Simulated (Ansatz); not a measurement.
**C2H5ClSi2: vertical ionisation energy**

The task here is to estimate one member of a computed series from the others.

The runs use Ansatz 0.2.0, Gaussian basis; unrestricted cation, the program's frozen cores in correlated methods.

Plan: UKS PBE-D4/def2-TZVPP; UKS r2SCAN-D4/def2-TZVPP; UKS PBE0-D4/def2-TZVPP; UKS B3LYP-D4/def2-TZVPP; UKS wB97X-V/def2-TZVPP; UKS wB97M-V/def2-TZVPP; UKS B2PLYP/def2-TZVPP; UHF-CCSD(T)/def2-TZVPP; UHF-MP2/def2-QZVPP; extrapolation to the limit; then −ε(HOMO) from the neutral's earlier runs with LDA (SPW92), PBE-D4, revPBE-D4, BLYP-D4, r2SCAN-D4, B97M-V, PBE0-D4, B3LYP-D4, r2SCANh-D4, r2SCAN0-D4, HSE06-D4, BHLYP-D4, CAM-B3LYP-D4, LC-ωPBE, ωB97X-V, ωB97M-V.

### Structure used throughout

An earlier PBE0-D4 in a triple-zeta def2 set relaxation fixed the geometry.

SMILES `[SiH3]C#C[SiH2]Cl`, 10 atoms, charge 0, spin multiplicity 1.

Atoms are counted from 1 here; the program's logs count them from 0.

Bond lengths: Si1–C2 1.828 Å, Si1–H6 1.483 Å, Si1–H7 1.482 Å, Si1–H8 1.483 Å, C2–C3 1.214 Å, C3–Si4 1.817 Å, Si4–Cl5 2.049 Å, Si4–H9 1.478 Å, Si4–H10 1.478 Å. Angles: C2–Si1–H6 109.0°, C2–Si1–H7 108.8°, C2–Si1–H8 108.9°, H6–Si1–H7 110.1°, H6–Si1–H8 109.9°, H7–Si1–H8 110.1°, Si1–C2–C3 179.6°, C2–C3–Si4 179.5°, C3–Si4–Cl5 109.5°, C3–Si4–H9 109.6°, C3–Si4–H10 109.7°, Cl5–Si4–H9 108.4°, Cl5–Si4–H10 108.4°, H9–Si4–H10 111.2°.

Geometry (Å):

```
atom    x (Å)    y (Å)    z (Å)
 Si1  -1.1912  -2.1466   0.0637
  C2  -0.2996  -0.5505   0.0622
  C3   0.2960   0.5074   0.0530
 Si4   1.1880   2.0903   0.0548
 Cl5   1.4491   2.7319  -1.8739
  H6  -2.5033  -1.9663   0.7301
  H7  -1.3892  -2.5852  -1.3384
  H8  -0.3832  -3.1480   0.8004
  H9   2.5199   1.9096   0.6704
 H10   0.3967   3.1064   0.7806
```

Set-up of the first run:

The input, in.yaml:

```yaml
crystal:
  periodic: [false, false, false]
  atoms:
    - {symbol: Si, position_ang: [-1.191244, -2.146646, 0.063736]}
    - {symbol: C, position_ang: [-0.299552, -0.550536, 0.062244]}
    - {symbol: C, position_ang: [0.296041, 0.507363, 0.053034]}
    - {symbol: Si, position_ang: [1.188043, 2.090269, 0.054782]}
    - {symbol: Cl, position_ang: [1.449073, 2.731922, -1.873913]}
    - {symbol: H, position_ang: [-2.503342, -1.966345, 0.730069]}
    - {symbol: H, position_ang: [-1.389240, -2.585220, -1.338397]}
    - {symbol: H, position_ang: [-0.383183, -3.147951, 0.800377]}
    - {symbol: H, position_ang: [2.519891, 1.909590, 0.670387]}
    - {symbol: H, position_ang: [0.396715, 3.106354, 0.780583]}
basis:
  gaussian: {orbitals: def2-TZVPP}
total_charge: 1
magnetization: {spin_polarized: true, initial_magnetization: 1}
hamiltonian: {xc: pbe, dispersion: d4}
```

Launch:

```console
$ ansatz run in.yaml --threads 2 --pin off --events-out ev --progress --plain --max-ram 32768MiB --backend cpu
```

Among the steps run: Cation, UKS PBE-D4/def2-TZVPP; Cation, UKS r2SCAN-D4/def2-TZVPP; Cation, UKS PBE0-D4/def2-TZVPP; Cation, UKS B3LYP-D4/def2-TZVPP; Cation, UKS wB97X-V/def2-TZVPP; Cation, UKS wB97M-V/def2-TZVPP; Cation, UKS B2PLYP (frozen core)/def2-TZVPP; Cation, UHF-CCSD(T)/def2-TZVPP; Cation, UHF-MP2/def2-QZVPP.

One table of the session follows, with a row left open; its other results are not shown here.

It belongs to the step «Ionisation energies side by side». Orbital estimates, from the neutral's runs:

```
  functional  −ε(HOMO) (eV)
 LDA (SPW92)           7.33
      PBE-D4           7.21
   revPBE-D4           7.16
     BLYP-D4           7.05
   r2SCAN-D4           7.48
      B97M-V           7.53
     PBE0-D4           8.41
    B3LYP-D4           8.17
  r2SCANh-D4           7.92
  r2SCAN0-D4           8.59
    HSE06-D4           8.01
    BHLYP-D4           9.45
CAM-B3LYP-D4              ?
     LC-ωPBE          11.14
     ωB97X-V          10.74
     ωB97M-V          10.60
```

Q: Estimate the row for CAM-B3LYP-D4 from the others.

The run gave: −ε(HOMO) (eV): 9.72. In the column «−ε(HOMO) (eV)» it lies between BHLYP-D4 (9.45) and ωB97M-V (10.60).
